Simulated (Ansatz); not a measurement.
What does this script print? It uses the Ansatz DFT code, driven from Python.

The script, `run_strain.py`:
```python
import ansatz
import numpy as np

vectors0 = np.array([
    [4.363739, 0.0, 0.0],
    [-2.181869, 3.779109, 0.0],
    [0.0, 0.0, 2.904238],
])
sites = [
    ('Li', (0.0, 0.0, 0.0)),
    ('In', (1 / 3, 2 / 3, 0.5)),
    ('Ir', (2 / 3, 1 / 3, 0.0)),
]


def make_crystal(cell):
    crystal = ansatz.Crystal(lattice=ansatz.Lattice.of(cell))
    for symbol, position in sites:
        crystal = crystal.atom(symbol, position)
    return crystal


def main() -> None:
    values = np.linspace(-0.02, 0.02, 5)
    energies = []
    for d in values:
        strain = d / 2 * (np.ones((3, 3)) - np.eye(3))
        cell = vectors0 @ (np.eye(3) + strain)
        base = (
            make_crystal(cell).calculation()
            .functional('PBEsol', dispersion='d3bjatm')
            .basis(38 * ansatz.Ry)
            .occupations(ansatz.OccupationsMethod.FERMI_DIRAC)
            .scf(tolerance=1e-10)
            .kpoints(9, 9, 12)
            .stress()
        )
        summary = base.run().report
        energies.append(summary['free_energy_ev'] / len(sites))
        s = summary['stress_gpa']
        print(f'd = {d:+.4f}  stress xx yy zz xy (GPa, compression positive): {s[0][0]:8.3f} {s[1][1]:8.3f} {s[2][2]:8.3f} {s[0][1]:8.3f}')
    energies = np.array(energies)

    for value, e in zip(values, energies):
        print(f'strain {value:7.3f}   E - Emin = {1000 * (e - energies.min()):9.3f} meV/atom')
    np.savetxt('strain.csv', np.column_stack([values, energies]), fmt='%.6f', delimiter=',', header='strain,energy_eV_per_atom')
    curvature = 2 * np.polyfit(values, energies, 3)[1]
    volume = abs(np.linalg.det(vectors0)) / len(sites)
    print(f'd2E/dd2 over the volume: {curvature / volume * 160.21766:.1f} GPa')


if __name__ == '__main__':
    main()
```

```console
$ python run_strain.py
d = -0.0200  stress xx yy zz xy (GPa, compression positive):   -8.894   -8.961   -8.887    1.226
d = -0.0100  stress xx yy zz xy (GPa, compression positive):   -9.018   -9.034   -8.933    0.604
d = +0.0000  stress xx yy zz xy (GPa, compression positive):   -9.058   -9.058   -8.948    0.000
d = +0.0100  stress xx yy zz xy (GPa, compression positive):   -9.020   -9.034   -8.934   -0.586
d = +0.0200  stress xx yy zz xy (GPa, compression positive):   -8.906   -8.961   -8.890   -1.156
strain  -0.020   E - Emin =     2.100 meV/atom
strain  -0.010   E - Emin =     0.515 meV/atom
strain   0.000   E - Emin =     0.000 meV/atom
strain   0.010   E - Emin =     0.495 meV/atom
strain   0.020   E - Emin =     1.942 meV/atom
d2E/dd2 over the volume: 101.4 GPa
```

It writes `strain.csv`:
```csv
# strain,energy_eV_per_atom
-0.020000,-5843.016616
-0.010000,-5843.018202
0.000000,-5843.018717
0.010000,-5843.018222
0.020000,-5843.016774
```

Against the unstrained cell the energy per atom changes by +2.10 meV at one end of the scan and +1.94 meV at the other, and its second derivative over the volume is 101.4 GPa.

Reading the output:
- Absolute energies stand on the zero of these potentials, so only differences at equal settings mean something.
- Dispersion corrections can be off by several per cent in the lattices of metals, and by several GPa in the pressure at a fixed cell.
- The curvature belongs to this strain pattern and to the cell's stress; it equals a single elastic constant only for simple patterns.
- In a metal a curvature from energy changes of a few meV or less hangs on mesh and smearing, in size and even in sign.
- Spin-orbit coupling, which matters for elements this heavy, is left out.
- At these settings the cell as given stands under about -9 GPa, so it isn't at this functional's equilibrium volume.
- This cell is a computed structure, which may not be the phase found in nature.
- The ions keep their fractional positions (clamped ions).
- Timing: 4.2 min on 1 thread of Arm Neoverse V2 (shared host), peak memory 0.93 GiB.
